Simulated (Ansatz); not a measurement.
**Ag: stress in a strained cell**

Ag is deformed so: zz strain of +2 %. What stress and forces result, by LAPW, PAW and all-electron datasets made for the crystal?

Program: Ansatz 0.2.0. Level of theory: DFT LDA, scalar-relativistic. These are calculated values, not measurements.

## 1. The starting structure

The structure is hexagonal, space group P6_3/mmc (No. 194). Conventional cell: a = 2.886 Å, b = 2.886 Å, c = 10.000 Å, α = 90.00°, β = 90.00°, γ = 120.00°. Ag (site symmetry -6m2) has 12 Ag at 2.89 to 3.00 Å as nearest neighbours. Ag (site symmetry -3m) has 12 Ag at 2.89 to 3.00 Å as nearest neighbours.

Coordinates:

```cif
data_structure
_symmetry_space_group_name_H-M 'P 1'
_symmetry_Int_Tables_number 1
_cell_length_a 2.8862
_cell_length_b 2.8862
_cell_length_c 10.0000
_cell_angle_alpha 90.000
_cell_angle_beta 90.000
_cell_angle_gamma 120.000
_cell_volume 72.14
loop_
_atom_site_label
_atom_site_type_symbol
_atom_site_fract_x
_atom_site_fract_y
_atom_site_fract_z
_atom_site_occupancy
Ag1 Ag 0.33333 0.66667 0.25000 1
Ag2 Ag 0.66667 0.33333 0.75000 1
Ag3 Ag 0.00000 0.00000 0.00000 1
Ag4 Ag 0.00000 0.00000 0.50000 1
```

Atoms are numbered in the order of the input: Ag1, Ag2, Ag3, Ag4.

## 2. The deformed structure

Space group P6_3/mmc before, P6_3/mmc after.

## 3. Full-potential LAPW

The input, input.yaml:

```yaml
crystal:
  lattice:
    - [2.8861989086, 0.0, 0.0]
    - [-1.4430994543, 2.4995215753, 0.0]
    - [0.0, 0.0, 10.2]
  atoms:
    - { symbol: Ag, position: [0.3333333333, 0.6666666667, 0.25] }
    - { symbol: Ag, position: [0.6666666667, 0.3333333333, 0.75] }
    - { symbol: Ag, position: [0.0, 0.0, 0.0] }
    - { symbol: Ag, position: [0.0, 0.0, 0.5] }
kpoints:
  mp_grid: { grid: [14, 14, 4] }
  band_path:
    path:
      - [0.0, 0.0, 0.0]
      - [0.5, 0.0, 0.0]
      - [0.3333333333, 0.3333333333, 0.0]
      - [0.0, 0.0, 0.0]
      - [0.0, 0.0, 0.5]
      - [0.5, 0.0, 0.5]
      - [0.3333333333, 0.3333333333, 0.5]
      - [0.0, 0.0, 0.5]
      - [0.5, 0.0, 0.5]
    npoints: 5
scf:
  occupations: { method: fermi_dirac, width: 0.08 }
hamiltonian:
  xc: lda
  pseudopotentials: { kind: all_electron, lapw: { basis_error: 0.0005 } }
output:
  forces: true
  stress: true
  eigenvalues: true
```

The run is started by

```sh
$ ansatz run input.yaml --threads 1 --pin off --max-ram 6144MiB --backend cpu --events-out ev --progress --plain --runs-dir out
```

## 4. Frozen-core PAW

The input, input.yaml:

```yaml
crystal:
  lattice:
    - [2.8861989086, 0.0, 0.0]
    - [-1.4430994543, 2.4995215753, 0.0]
    - [0.0, 0.0, 10.2]
  atoms:
    - { symbol: Ag, position: [0.3333333333, 0.6666666667, 0.25] }
    - { symbol: Ag, position: [0.6666666667, 0.3333333333, 0.75] }
    - { symbol: Ag, position: [0.0, 0.0, 0.0] }
    - { symbol: Ag, position: [0.0, 0.0, 0.5] }
kpoints:
  mp_grid: { grid: [14, 14, 4] }
scf:
  occupations: { method: fermi_dirac, width: 0.08 }
hamiltonian:
  xc: lda
  pseudopotentials: { kind: paw }
output:
  forces: true
  stress: true
  eigenvalues: true
  efg: { contact_densities: true }
```

## 5. Datasets made for this crystal

Edit input.yaml of step 4 so:

```diff
@@ -16,3 +16,3 @@
   xc: lda
-  pseudopotentials: { kind: paw }
+  pseudopotentials: { kind: all_electron, datasets: crystal }
 output:
```

(Steps that only read results are left out.)

Before running it: what results should come out? Wanted: pressure; largest shear or deviatoric stress.

As calculated:

| quantity | value |
| --- | --- |
| pressure | LAPW -12.17, PAW -12.16, crystal datasets -12.17 GPa |
| largest shear or deviatoric stress (LAPW) | 2.95 GPa |

The largest part of the stress beyond the pressure is 2.95 GPa in size, in the zz component; the atoms are carried along and not relaxed. No run of the undeformed cell stands beside it, so the pressure holds what the given cell had before the change. PAW: stress within 0.01 GPa of LAPW. Crystal datasets: stress within 0.01 GPa of LAPW.
